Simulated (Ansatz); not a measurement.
# CH2BNTe: the cost of one run

All numbers are computed with Ansatz 0.2.0 through its Python package. The levels of theory stand in the script.

**1. The structure**

Bond lengths: B1–N2 1.469 Å, N2–C3 1.307 Å, B1–Te4 2.014 Å, C3–Te4 2.007 Å, B1–H5 1.241 Å, C3–H6 1.101 Å. Angles: B1–N2–C3 97.6°, N2–B1–Te4 91.4°, N2–B1–H5 134.1°, Te4–B1–H5 130.2°, N2–C3–Te4 96.9°, N2–C3–H6 129.2°, Te4–C3–H6 129.7°, B1–Te4–C3 62.7°.

The script holds or builds the structure itself.

**2. The script**

Contents of run_methods.py:

```python
"""CH2BNTe at several levels of theory."""

import ansatz as az

system = (
    az.Crystal.molecule()
    .atom("B", (-0.4208, 0.7941, -0.5292))
    .atom("N", (0.9038, 0.3237, -0.1041))
    .atom("C", (0.5007, -0.6311, 0.6927))
    .atom("Te", (-1.2114, -1.0402, -0.2708))
    .atom("H", (-0.8189, 1.7492, -1.2142))
    .atom("H", (1.0886, -1.2598, 1.3794))
)

calculation = system.calculation().basis(gaussian="def2-SVP")

methods = ["mp2", "ccsd", "ccsd_t"]
reports = [calculation.correlation(m).run(threads=1).report for m in methods]
print(f"Hartree-Fock reference {reports[0]['reference_energy_ev'] / 27.211386246:.6f} Ha")
best = reports[-1]["free_energy_ev"] - reports[-1]["reference_energy_ev"]
for method, each in zip(methods, reports):
    gained = each["free_energy_ev"] - each["reference_energy_ev"]
    print(f"{method:8s} total {each['free_energy_ev'] / 27.211386246:.6f} Ha  correlation {gained:9.4f} eV  ({100 * gained / best:.1f} % of the last)")
```

**3. The run**

On the command line:

```sh
python run_methods.py
```

**Question.** How long does this script take on 1 thread of Arm Neoverse V1, shared host, and how much memory does it need?

About 16 s, with a peak of 0.32 GiB.
